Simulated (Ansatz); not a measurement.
I need a rigid scan of one bond angle of AlBH₅NO, SMILES NB[O][AlH2]. Use Ansatz 0.2.0, Python API. Level of theory (for the species named): PBE0, def2-SVP basis, multiplicity 1.

```xyz
9

N     0.3970    1.5596   -0.7881
B     0.6727    0.1153   -0.7693
O    -0.4297   -0.8734   -0.7450
Al   -0.5403   -1.2898    1.0408
H    -0.2974    1.7513   -1.6223
H    -0.1853    1.8395    0.0695
H     1.8264   -0.2316   -0.8731
H     0.2705   -2.4744    1.6821
H    -1.6251   -0.4427    1.9883
```

`albh5no_bend.py`
```python
"""Bending curve of AlBH5NO."""

import ansatz as az
from ase import Atoms

atoms = Atoms(["N", "B", "O", "Al", "H", "H", "H", "H", "H"], positions=[
    [0.397, 1.5596, -0.7881],
    [0.6727, 0.1153, -0.7693],
    [-0.4297, -0.8734, -0.745],
    [-0.5403, -1.2898, 1.0408],
    [-0.2974, 1.7513, -1.6223],
    [-0.1853, 1.8395, 0.0695],
    [1.8264, -0.2316, -0.8731],
    [0.2705, -2.4744, 1.6821],
    [-1.6251, -0.4427, 1.9883],
])

# start the scan from a relaxed geometry
first = az.Crystal.molecule_from_ase(atoms).calculation()
first = first.basis(gaussian="def2-SVP").functional("PBE0")
first = first.relax(force_tolerance=0.02, max_steps=80)
atoms.positions = first.run().report["positions_ang"]

rows = []
for angle in [90, 100, 110, 120, 135, 150, 165, 179]:
    bent = atoms.copy()
    bent.set_angle(1, 2, 3, angle, indices=[3, 7, 8])
    calculation = (
        az.Crystal.molecule_from_ase(bent).calculation()
        .basis(gaussian="def2-SVP")
        .functional("PBE0")
    )
    rows.append((angle, calculation.run().report["free_energy_ev"]))
floor = min(e for _, e in rows)
for angle, e in rows:
    print(f"angle B1-O2-Al3 = {angle:3d} deg   {1000 * (e - floor):9.1f} meV")
```

```console
$ python albh5no_bend.py
angle B1-O2-Al3 =  90 deg       384.3 meV
angle B1-O2-Al3 = 100 deg       265.7 meV
angle B1-O2-Al3 = 110 deg       210.4 meV
angle B1-O2-Al3 = 120 deg       157.4 meV
angle B1-O2-Al3 = 135 deg        81.6 meV
angle B1-O2-Al3 = 150 deg        27.7 meV
angle B1-O2-Al3 = 165 deg         0.0 meV
angle B1-O2-Al3 = 179 deg         0.3 meV
```

The scan is rigid, and the energies are electronic, in a modest basis. The zero is the lowest point of the grid, which needn't be the minimum. Finished in 75 s on 1 thread of Arm Neoverse V2 (shared host), peak memory 0.24 GiB.
